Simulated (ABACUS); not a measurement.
Crystal: NiMoIrPdW.

```
Ir W Pd Mo Ni
1.0
     4.11705    0.00000    0.00000
    -2.05853    3.56547    0.00000
     0.00000    0.00000    5.44580
Ir W Pd Mo Ni
1 1 1 1 1
Cartesian
  0.0000 2.3770 3.9521
  0.0000 2.3770 1.2875
  2.0585 1.1885 2.5211
  2.0585 1.1885 5.2367
  0.0000 0.0000 5.2157
```

The cell was built by a generator and needn't be a form met in nature.

- Program: ABACUS 3.10.1
- Task: relaxation of cell and atoms
- Functional: PBEsol
- Potentials or basis: PseudoDojo NC SR 0.5 PBE standard
- Cutoff: 1333 eV
- Density cutoff: 5333 eV
- Basis: plane waves
- k mesh: 5 × 5 × 3
- Occupations: fermi-dirac, width 0.05 eV
- Spin: collinear spin, ferromagnetic start
- Starting moments: [0.6, 0.0, 0.0, 1.0, 1.0] μB

At the start: pressure -7.7 GPa; volume 15.99 Å³/atom.

**Question.** How do energy, volume and symmetry change on relaxing?

**Answer.** Over 10 steps the energy falls by 13.5 meV/atom and the volume is 15.46 Å³/atom (-3.3 %); space group P3m1 (No. 156, to 0.05 Å); moment 0.00 μB per cell.

Step by step:
```tsv
step	energy change (eV)	largest force (eV/Å)	pressure (GPa)	volume (Å³)
1	0.0000	0.1732	-7.73	79.94
2	0.3975	0.5131	25.65	71.04
3	-0.0662	0.1321	-0.24	77.38
4	-0.0663	0.1315	-0.01	77.31
5	-0.0672	0.0385	-0.01	77.30
6	-0.0672	0.0352	-0.02	77.30
7	-0.0673	0.0098	0.05	77.28
8	-0.0673	0.0071	0.07	77.28
9	-0.0673	0.0060	0.02	77.29
10	-0.0673	0.0031	0.01	77.30
```

Final structure:
```yaml
crystal:
  lattice:
    - [4.07116, 0.00000, 0.00000]
    - [-2.03559, 3.52573, 0.00000]
    - [0.00000, 0.00000, 5.38510]
  atoms:
    - { symbol: Ir, position: [0.33333, 0.66667, 0.72577] }
    - { symbol: W, position: [0.33333, 0.66667, 0.23816] }
    - { symbol: Pd, position: [0.66667, 0.33333, 0.46286] }
    - { symbol: Mo, position: [0.66667, 0.33333, 0.96003] }
    - { symbol: Ni, position: [0.00000, 0.00000, 0.95763] }
```

Caveat: the k mesh is coarse (spacing up to 0.38 Å⁻¹), so the values aren't converged; this set's palladium file may shift the pressure by some GPa; the shape was held while the volume relaxed; the potentials were made for another functional, which shifts forces and pressure.
